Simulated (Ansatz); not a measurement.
# C2H9N3Si: the cost of one run

The runs use Ansatz 0.2.0, Gaussian basis; the settings change from run to run.

### 1 The relaxed structure

An earlier PBE0-D4 in a triple-zeta def2 set relaxation fixed the geometry.

15 atoms, charge 0, spin multiplicity 1.

Atoms are counted from 1 here; the program's logs count them from 0.

Bond lengths: C1–C2 1.331 Å, C1–H7 1.087 Å, C1–H8 1.087 Å, C2–Si3 1.866 Å, C2–H9 1.090 Å, Si3–N4 1.719 Å, Si3–N5 1.716 Å, Si3–N6 1.719 Å, N4–H10 1.007 Å, N4–H11 1.007 Å, N5–H12 1.007 Å, N5–H13 1.007 Å, N6–H14 1.007 Å, N6–H15 1.007 Å. Angles: C2–C1–H7 121.3°, C2–C1–H8 122.5°, H7–C1–H8 116.2°, C1–C2–Si3 124.3°, C1–C2–H9 117.4°, Si3–C2–H9 118.2°, C2–Si3–N4 105.5°, C2–Si3–N5 119.6°, C2–Si3–N6 104.0°, N4–Si3–N5 103.1°, N4–Si3–N6 122.4°, N5–Si3–N6 103.5°, Si3–N4–H10 119.2°, Si3–N4–H11 120.2°, H10–N4–H11 111.1°, Si3–N5–H12 119.5°, Si3–N5–H13 118.9°, H12–N5–H13 111.5° and more.

### 2 PBE0-DH/6-31++G**

Options: a grid of angular degree 11, high accuracy.

in.yaml reads:

```yaml
crystal:
  periodic: [false, false, false]
  atoms:
    - {symbol: C, position_ang: [-0.029902, -2.280371, 0.568276]}
    - {symbol: C, position_ang: [-0.317948, -1.038000, 0.949351]}
    - {symbol: Si, position_ang: [0.010378, 0.481976, -0.082431]}
    - {symbol: N, position_ang: [0.159507, -0.083154, -1.699150]}
    - {symbol: N, position_ang: [1.459583, 1.369369, 0.155139]}
    - {symbol: N, position_ang: [-1.218745, 1.583893, 0.398046]}
    - {symbol: H, position_ang: [0.414557, -2.484877, -0.402178]}
    - {symbol: H, position_ang: [-0.213639, -3.143203, 1.203649]}
    - {symbol: H, position_ang: [-0.748159, -0.904338, 1.942359]}
    - {symbol: H, position_ang: [0.479721, 0.550419, -2.413809]}
    - {symbol: H, position_ang: [-0.506036, -0.741625, -2.069266]}
    - {symbol: H, position_ang: [2.339877, 0.964332, -0.118355]}
    - {symbol: H, position_ang: [1.555026, 1.933266, 0.983548]}
    - {symbol: H, position_ang: [-1.269769, 2.500493, -0.017011]}
    - {symbol: H, position_ang: [-2.136252, 1.241019, 0.631333]}
basis:
  gaussian: {orbitals: "6-31++G**", final_grid: {core_spheres: 5, valence_spheres: 4, degree: 11}}
hamiltonian: {xc: {name: PBE0-DH}}
accuracy: high
output: {forces: true}
```

The run is started by

```sh
$ ansatz run in.yaml --threads 4 --pin off --events-out ev --progress --plain --max-ram 11315MiB
```

What time and memory should one allow on 4 threads of Intel Xeon Platinum 8488C, shared host?

About 20 s, with a peak of 1.1 GiB.
